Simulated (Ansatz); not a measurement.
# HfMg3 under changes of volume

One of the cells (22.229 Å³/atom); the others are scaled copies at fixed shape and fractional positions:

```
Hf Mg
1.0
    -2.22635    2.22635    4.48462
     2.22635   -2.22635    4.48462
     2.22635    2.22635   -4.48462
Hf Mg
1 3
Direct
  0.00000 0.00000 0.00000
  0.75000 0.25000 0.50000
  0.25000 0.75000 0.50000
  0.50000 0.50000 0.00000
```

The cell comes from a database or a generator and needn't be the stable form of this composition.

```yaml
Program: Ansatz 0.2.0
Functional: PBE
Potentials_or_basis: Ansatz PAW
Cutoff: "420 eV (not typed: the program's choice for these potentials)"
k_mesh: 8 × 8 × 8
Occupations: fermi-dirac, width 0.05 eV
Spin: no spin polarisation
```

```tsv
volume (Å³/atom)	energy over the lowest point (meV/atom)	pressure (GPa)
20.895	?	?
21.340	5.99	2.3
21.784	1.38	1.1
22.229	0.00	0.0
22.673	1.55	-1.0
23.118	5.76	-1.9
23.562	12.38	-2.8
```

Task: What does the run at 20.895 Å³/atom give?

Result: Energy over the lowest point 14.15 meV/atom; pressure 3.6 GPa.

Worked out: A Birch-Murnaghan fit of order 3 (a polynomial in V^(-2/3)) to the other rows has its minimum at 22.21 Å³/atom with B0 = V·E''(V) = 53 GPa and B' = 3.9 at fixed shape and positions, which overstates the stiffness. It gives 14.18 meV/atom at 20.895 Å³/atom, against the run's 14.15, and -dE/dV = 3.6 GPa, against 3.6.

Energies are extrapolated to zero smearing.
